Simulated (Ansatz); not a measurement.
# Si2H6O3: one species, many methods

The task here is to estimate one member of a computed series from the others.

Method: functionals in def2-TZVPP, the program's frozen cores in correlated methods; program: Ansatz 0.2.0, Gaussian basis.

Plan: LDA (SPW92), PBE-D4, revPBE-D4, BLYP-D4, r2SCAN-D4, B97M-V, PBE0-D4, B3LYP-D4, r2SCANh-D4, r2SCAN0-D4, HSE06-D4, BHLYP-D4, CAM-B3LYP-D4, LC-ωPBE, ωB97X-V, ωB97M-V, B2PLYP, PBE-QIDH; CCSD(T)/def2-SVP; CCSD(T)/def2-TZVPP; MP2/def2-QZVPP; extrapolation to the limit; RPA on PBE.

### The geometry

All runs share one geometry, relaxed beforehand with PBE0-D4 in a triple-zeta def2 set.

11 atoms, charge 0, spin multiplicity 1.

Atoms are counted from 1 here; the program's logs count them from 0.

Bond lengths: O1–Si2 1.631 Å, O1–H6 0.959 Å, Si2–O3 1.639 Å, Si2–O4 1.622 Å, Si2–H7 1.473 Å, O3–H8 0.958 Å, O4–Si5 1.640 Å, Si5–H9 1.485 Å, Si5–H10 1.483 Å, Si5–H11 1.485 Å. Angles: Si2–O1–H6 118.4°, O1–Si2–O3 113.1°, O1–Si2–O4 111.2°, O1–Si2–H7 104.7°, O3–Si2–O4 104.7°, O3–Si2–H7 112.0°, O4–Si2–H7 111.3°, Si2–O3–H8 118.0°, Si2–O4–Si5 142.8°, O4–Si5–H9 110.6°, O4–Si5–H10 107.7°, O4–Si5–H11 110.3°, H9–Si5–H10 109.5°, H9–Si5–H11 109.4°, H10–Si5–H11 109.4°.

Set-up of the first run:

Contents of in.yaml:

```yaml
crystal:
  periodic: [false, false, false]
  atoms:
    - {symbol: O, position_ang: [-2.050090, 0.722466, 1.083641]}
    - {symbol: Si, position_ang: [-0.434525, 0.605765, 0.893286]}
    - {symbol: O, position_ang: [0.207122, -0.703976, 1.641543]}
    - {symbol: O, position_ang: [-0.039661, 0.422614, -0.668726]}
    - {symbol: Si, position_ang: [0.977397, -0.380036, -1.674254]}
    - {symbol: H, position_ang: [-2.605673, 0.045495, 0.693810]}
    - {symbol: H, position_ang: [0.098695, 1.867516, 1.435603]}
    - {symbol: H, position_ang: [0.074218, -0.792011, 2.586049]}
    - {symbol: H, position_ang: [2.373371, -0.310104, -1.171871]}
    - {symbol: H, position_ang: [0.897341, 0.267887, -3.006208]}
    - {symbol: H, position_ang: [0.567305, -1.802618, -1.792273]}
basis:
  gaussian: {orbitals: def2-TZVPP}
hamiltonian: {xc: lda}
output: {orbitals: {seedname: orbitals}}
```

Run with:

```console
ansatz run in.yaml --threads 4 --pin off --events-out ev --progress --plain --max-ram 10444MiB
```

Steps of the session up to this table: LDA; PBE-D4 (GGA); revPBE-D4 (GGA); BLYP-D4 (GGA); r2SCAN-D4 (meta-GGA); B97M-V (meta-GGA); B3LYP-D4 (hybrid); r2SCANh-D4 (hybrid); r2SCAN0-D4 (hybrid); HSE06-D4 (hybrid); BHLYP-D4 (hybrid); CAM-B3LYP-D4 (range-separated); LC-ωPBE (range-separated); ωB97X-V (range-separated); ωB97M-V (range-separated); B2PLYP (double hybrid); PBE-QIDH (double hybrid).

One table of the session follows, with a row left open; its other results are not shown here.

It belongs to the step «Orbital energies across the functionals». 

| functional | HOMO (eV) | gap (eV) |
| --- | --- | --- |
| LDA (SPW92) | -7.46 | 6.59 |
| PBE-D4 | -7.38 | 6.75 |
| revPBE-D4 | ? | ? |
| BLYP-D4 | -7.29 | 6.74 |
| r2SCAN-D4 | -7.74 | 7.60 |
| B97M-V | -7.86 | 7.38 |
| PBE0-D4 | -8.84 | 9.08 |
| B3LYP-D4 | -8.64 | 8.61 |
| r2SCANh-D4 | -8.29 | 8.42 |
| r2SCAN0-D4 | -9.09 | 9.63 |
| HSE06-D4 | -8.44 | 8.31 |
| BHLYP-D4 | -10.25 | 11.26 |
| CAM-B3LYP-D4 | -10.28 | 11.41 |
| LC-ωPBE | -11.63 | 14.02 |
| ωB97X-V | -11.30 | 13.50 |
| ωB97M-V | -11.15 | 12.95 |

**Question.** Estimate the row for revPBE-D4.

The run gave: HOMO (eV): -7.33; gap (eV): 6.81. In the column «HOMO (eV)» it lies between PBE-D4 (-7.38) and BLYP-D4 (-7.29).
